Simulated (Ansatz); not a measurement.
# CH₄F₂GeO: how energies converge with the basis set

Aim: see how fast density functionals converge with the basis set for CH₄F₂GeO.

Method: one geometry, several basis sets; program: Ansatz 0.2.0, Gaussian basis.

Plan: PBE0-D4/def2-SVP; ωB97M-V/def2-SVP; PBE0-D4/def2-QZVPP; ωB97M-V/def2-QZVPP; the functionals' def2-TZVPP values are taken from earlier runs.

## 1. The geometry

The geometry comes from an earlier relaxation with PBE0-D4 in a triple-zeta def2 set; it is a stationary point, not always the lowest conformer.

9 atoms, charge 0, spin multiplicity 1.

Atoms are counted from 1 here; the program's logs count them from 0.

Bond lengths: F1–C2 1.362 Å, C2–F3 1.366 Å, C2–O4 1.331 Å, C2–H6 1.093 Å, O4–Ge5 1.817 Å, Ge5–H7 1.529 Å, Ge5–H8 1.531 Å, Ge5–H9 1.531 Å. Angles: F1–C2–F3 105.3°, F1–C2–O4 111.7°, F1–C2–H6 108.4°, F3–C2–O4 111.5°, F3–C2–H6 108.5°, O4–C2–H6 111.2°, C2–O4–Ge5 121.2°, O4–Ge5–H7 101.8°, O4–Ge5–H8 107.6°, O4–Ge5–H9 109.1°, H7–Ge5–H8 112.3°, H7–Ge5–H9 112.9°, H8–Ge5–H9 112.4°.

Coordinates:

```
F     1.42286   -1.11002    0.92383
C     1.35377   -0.24792   -0.12779
F     1.50568    0.99585    0.41648
O     0.19852   -0.35773   -0.77978
Ge   -1.36238    0.19065   -0.02740
H     2.20161   -0.44272   -0.78942
H    -2.39412   -0.57617   -0.85487
H    -1.46567    1.70519   -0.22943
H    -1.37187   -0.20354    1.45148
```

## 2. PBE0-D4 in def2-SVP

in.yaml reads:

```yaml
crystal:
  periodic: [false, false, false]
  atoms:
    - {symbol: F, position_ang: [1.422861, -1.110017, 0.923827]}
    - {symbol: C, position_ang: [1.353765, -0.247920, -0.127787]}
    - {symbol: F, position_ang: [1.505683, 0.995849, 0.416484]}
    - {symbol: O, position_ang: [0.198520, -0.357732, -0.779781]}
    - {symbol: Ge, position_ang: [-1.362382, 0.190655, -0.027399]}
    - {symbol: H, position_ang: [2.201608, -0.442725, -0.789419]}
    - {symbol: H, position_ang: [-2.394118, -0.576165, -0.854873]}
    - {symbol: H, position_ang: [-1.465666, 1.705193, -0.229427]}
    - {symbol: H, position_ang: [-1.371871, -0.203536, 1.451475]}
basis:
  gaussian: {orbitals: def2-SVP}
hamiltonian: {xc: pbe0, dispersion: d4}
output: {orbitals: {seedname: orbitals}}
```

Command:

```bash
$ ansatz run in.yaml --threads 4 --pin off --events-out ev --progress --plain --max-ram 10444MiB
```

After this run come: ωB97M-V in def2-SVP; PBE0-D4 in def2-QZVPP; ωB97M-V in def2-QZVPP.

**Question.** What will the summary of the whole plan be? Wanted: PBE0-D4: double and triple zeta above quadruple; ωB97M-V: double and triple zeta above quadruple.

The runs gave:

| quantity | value |
| --- | --- |
| PBE0-D4: double and triple zeta above quadruple | 19.15, 1.68 eV |
| ωB97M-V: double and triple zeta above quadruple | 19.32, 1.63 eV |

In words: PBE0-D4 gains 17.47 eV from double to triple zeta, then 1.68 eV more. Total energies overstate the basis error of differences, where much of it tends to cancel. The LUMO of ωB97M-V is positive and keeps falling with the basis (2.16 to 1.35 eV): an unbound level that the basis holds in place.
